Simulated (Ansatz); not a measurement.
## C₃H₄OS, SMILES C=CC(O)=S: energies of removing a hydrogen, step by step

Program: Ansatz 0.2.0 through its Python package.

Typed at the interpreter:
```pycon
>>> import ansatz as az
>>> SETTINGS = {
...     'basis_set': '6-31G',
...     'xc': 'cam_b3lyp',
... }
>>> def energy_of(molecule, charge=0, unpaired=0):
...     calc = molecule.calculation().basis(gaussian=SETTINGS['basis_set']).functional(SETTINGS['xc'])
...     if charge:
...         calc = calc.charge(charge)
...     if unpaired:
...         calc = calc.spin('collinear', total=unpaired)
...     report = calc.run(threads=1, backend='cpu').report
...     if report['published_state_doubts']:
...         print('  doubts:', report['published_state_doubts'])
...     return report['free_energy_ev']
...
>>> def without(molecule, index):
...     rest = az.Crystal.molecule()
...     for i, site in enumerate(molecule.cartesian_sites):
...         if i != index:
...             rest = rest.atom(site.symbol, site.position_ang)
...     return rest
...
>>> c3h4os = (
...     az.Crystal.molecule()
...     .atom('C', (1.3493, -0.2029, -0.9455))
...     .atom('C', (0.3572, -0.5463, -0.0856))
...     .atom('C', (-0.739, 0.3426, 0.3911))
...     .atom('O', (-1.4215, -0.3152, 1.2642))
...     .atom('S', (-1.1058, 1.9113, 0.0998))
...     .atom('H', (1.3432, 0.8609, -1.3717))
...     .atom('H', (2.0919, -0.8547, -1.2792))
...     .atom('H', (0.3986, -1.5415, 0.294))
...     .atom('H', (-2.1854, 0.2996, 1.6156))
... )
>>> whole = energy_of(c3h4os, 0)
>>> hydrogen = energy_of(az.Crystal.molecule().atom('H', (0, 0, 0)), 0, 1)
>>> print(f'E(molecule) = {whole:.5f} eV, E(H) = {hydrogen:.5f} eV')
E(molecule) = -16052.12426 eV, E(H) = -13.51936 eV
>>> for index in [6, 7, 8]:
...     radical = energy_of(without(c3h4os, index), 0, 1)
...     print(f'H{index}: homolysis {96.485332 * (radical + hydrogen - whole):.1f} kJ/mol')
...     anion = energy_of(without(c3h4os, index), -1)
...     print(f'H{index}: loss of a proton {96.485332 * (anion - whole):.1f} kJ/mol')
...
H6: homolysis 515.5 kJ/mol
H6: loss of a proton 1716.4 kJ/mol
H7: homolysis 499.4 kJ/mol
H7: loss of a proton 1737.3 kJ/mol
H8: homolysis 396.9 kJ/mol
H8: loss of a proton 1437.1 kJ/mol
```

Reading the output:
- The settings weren't tested for convergence.
- The geometry is a force-field or estimated start, not a minimum of this method, and the basis set is short of its limit. All parts are taken at fixed geometry, without zero-point energy.
- Anions want diffuse functions, which this basis lacks.
- Wall time of the script: 27 s on 1 thread of Arm Neoverse V2, with other jobs on the host, peak memory 0.25 GiB.
